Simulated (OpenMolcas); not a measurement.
# Tc³⁺ among point charges: CASSCF and CASPT2 levels and susceptibility

Aim: the splitting of the states of Tc³⁺ in the field of 6 point charges, its lowest levels with spin-orbit coupling and its magnetic susceptibility.

The numbers are computed with OpenMolcas 26.06 (state-averaged CASSCF and CASPT2, spin-orbit coupling by RASSI with atomic mean-field integrals), except any that are marked as measured or tabulated.

## (1) The atom as given

| Item | Value |
| --- | --- |
| Species | Tc³⁺ (technetium, Z = 43, 40 electrons) |
| Basis | ANO-RCC-VDZP [6s5p3d1f], 43 functions |
| Scalar Hamiltonian | DKH2, point nucleus |
| Inactive shells | 1s 2s 2p 3s 3p 3d 4s 4p |
| Active space | 4 electrons in 5 orbitals (4d) |
| Some configurations of this space | 4d⁴ |
| Orbitals | optimised for each spin and parity, averaged over all roots |

The outer shells:

4d4
```
4d [↑ ][↑ ][↑ ][↑ ][  ]
```

The ion sits among 6 point charges of -1 e arranged as an octahedron (Oh), 2.06 Å from the ion.

Each step is its own input file, run in one work folder so that later steps find the files of earlier ones. Labels, J, g values, rates, χT and fits are worked out afterwards by a script from the matrices that RASSI stores. The input lists half of the charges; inversion (Group=XYZ) makes the rest.

## (2) GATEWAY and SEWARD: basis and integrals

The input, a.inp:

```
&GATEWAY
Coord
1

Tc 0.0 0.0 0.0
Basis=ANO-RCC-VDZP
Group=XYZ
NoMove
AngMom=0.0 0.0 0.0
AMFI
XField
3 Angstrom 0
2.060000 0.000000 0.000000 -1.000000
0.000000 2.060000 0.000000 -1.000000
0.000000 0.000000 2.060000 -1.000000
&SEWARD
```

The run is started by

```
OMP_NUM_THREADS=1 MOLCAS_MEM=1689 MOLCAS_PROJECT=a pymolcas a.inp > a.log
```

## (3) CASSCF: quintets of even parity, 5 roots

The input, a.inp:

```
&RASSCF
FileOrb=start.orb
Symmetry=1
Spin=5
nActEl=4 0 0
Inactive=9 9
Ras2=5 0
CIRoot=5 5 1
SDav=5
CIMx=300
Iter=120 100
PrWF=0.3
OrbListing=Nothing
MaxOrb=0
>>> COPY $Project.JobIph JOB001
```

start.orb holds the contracted functions of the basis, ordered by shell, or the orbitals of the step before.

## (4) Reference wave functions, triplets of even parity, 45 roots

The input, a.inp:

```
&RASSCF
FileOrb=start.orb
Symmetry=1
Spin=3
nActEl=4 0 0
Inactive=9 9
Ras2=5 0
CIRoot=45 45 1
SDav=45
CIMx=300
Iter=120 100
PrWF=0.3
OrbListing=Nothing
MaxOrb=0
>>> COPY $Project.JobIph JOB002
```

## (5) CASSCF: singlets of even parity, 50 roots

The input, a.inp:

```
&RASSCF
FileOrb=start.orb
Symmetry=1
Spin=1
nActEl=4 0 0
Inactive=9 9
Ras2=5 0
CIRoot=50 50 1
SDav=50
CIMx=300
Iter=120 100
PrWF=0.3
OrbListing=Nothing
MaxOrb=0
>>> COPY $Project.JobIph JOB003
```

## (6) RASSI: spin-orbit coupling between the states

The input, a.inp:

```
&RASSI
NrOfJobIphs=3 5 45 50
1 2 3 4 5
1 2 3 4 5 6 7 8 9 10 11 12 13 14 15 16 17 18 19 20 21 22 23 24 25 26 27
28 29 30 31 32 33 34 35 36 37 38 39 40 41 42 43 44 45
1 2 3 4 5 6 7 8 9 10 11 12 13 14 15 16 17 18 19 20 21 22 23 24 25 26 27
28 29 30 31 32 33 34 35 36 37 38 39 40 41 42 43 44 45 46 47 48 49 50
IphNames
JOB001
JOB002
JOB003
EJob
SpinOrbit
DIPRint=1.0
SOCoupling=1000.0
Subsets=2
Property=9
'ANGMOM' 1 'ANGMOM' 2 'ANGMOM' 3 'MLTPL  1' 1 'MLTPL  1' 2 'MLTPL  1' 3
'AMFI' 1 'AMFI' 2 'AMFI' 3
SOProperty=3
'ANGMOM' 1 'ANGMOM' 2 'ANGMOM' 3
```

## (7) CASPT2: IPEA 0.25, imaginary shift 0.1 (closed shells correlated: 4s 4p)

The input, a.inp:

```
>>> COPY JOB001 $Project.JobIph
&CASPT2
Multistate=5 1 2 3 4 5
NoMult
Frozen=8 6
IPEA=0.25
Imaginary=0.1
MaxIter=60
WThr=0.0 0.3 0.05
PrWF=0.5
NoMix
>>> COPY JOB002 $Project.JobIph
&CASPT2
Multistate=45 1 2 3 4 5 6 7 8 9 10 11 12 13 14 15 16 17 18 19 20 21 22
23 24 25 26 27 28 29 30 31 32 33 34 35 36 37 38 39 40 41 42 43 44 45
NoMult
Frozen=8 6
IPEA=0.25
Imaginary=0.1
MaxIter=60
WThr=0.0 0.3 0.05
PrWF=0.5
NoMix
>>> COPY JOB003 $Project.JobIph
&CASPT2
Multistate=50 1 2 3 4 5 6 7 8 9 10 11 12 13 14 15 16 17 18 19 20 21 22
23 24 25 26 27 28 29 30 31 32 33 34 35 36 37 38 39 40 41 42 43 44 45 46
47 48 49 50
NoMult
Frozen=8 6
IPEA=0.25
Imaginary=0.1
MaxIter=60
WThr=0.0 0.3 0.05
PrWF=0.5
NoMix
```

(Steps that only read results are left out.)

What does the calculation give? Wanted: spin-free ground state; first state of the same spin within the active space; lowest level; next level.

As calculated:

```
                                            quantity                                                                        value
                                              method  SS-CASPT2, IPEA 0.25, imaginary shift 0.1 (closed shells correlated: 4s 4p)
                              spin-free ground state                                               5E, 2-fold in its orbital part
first state of the same spin within the active space                                                             5T2 at 5160 cm⁻¹
                                        lowest level                                                                    1-fold A1
                                          next level                                                                   164.6 cm⁻¹
                                         χT at 300 K                                                               2.18 cm³ K/mol
                           effective moment at 300 K                                                                      4.17 μB
```

Cost by method:

```
                                              method  time of its own steps  time with the reference
                                           A. CASSCF                   23 s                     23 s
B. SS-CASPT2, IPEA 0.25, imaginary shift 0.1, +4s 4p                  6.9 s                     30 s
```

Times are of one thread on a shared host.

In words: The spin-free ground state (5E) comes to 100 % from free-ion D terms and keeps the highest spin of the shell. χT at 300 K is 2.18, against 3.01 cm³ K/mol for the spin alone, so spin-orbit coupling lowers it. An active space of the d shell alone favours high spin; real ions in strong fields can be low spin. A ligand-field fit to the states below 45000 cm-1 gives 10Dq = 5251 cm-1, B = 681 cm-1 and C = 3253 cm-1 (C/B = 4.78), with a deviation of 432 cm-1. CASPT2 does not keep the components of a term degenerate, and the means are used. An orbital doublet at a regular site is open to a Jahn-Teller distortion, which this geometry leaves out. The field of point charges can differ much from that of real complexes. With metal d orbitals alone active, the gaps between spin states are rough; where two lie within a few thousand cm-1, their order is open. This is an electrostatic model: the charges have no orbitals.
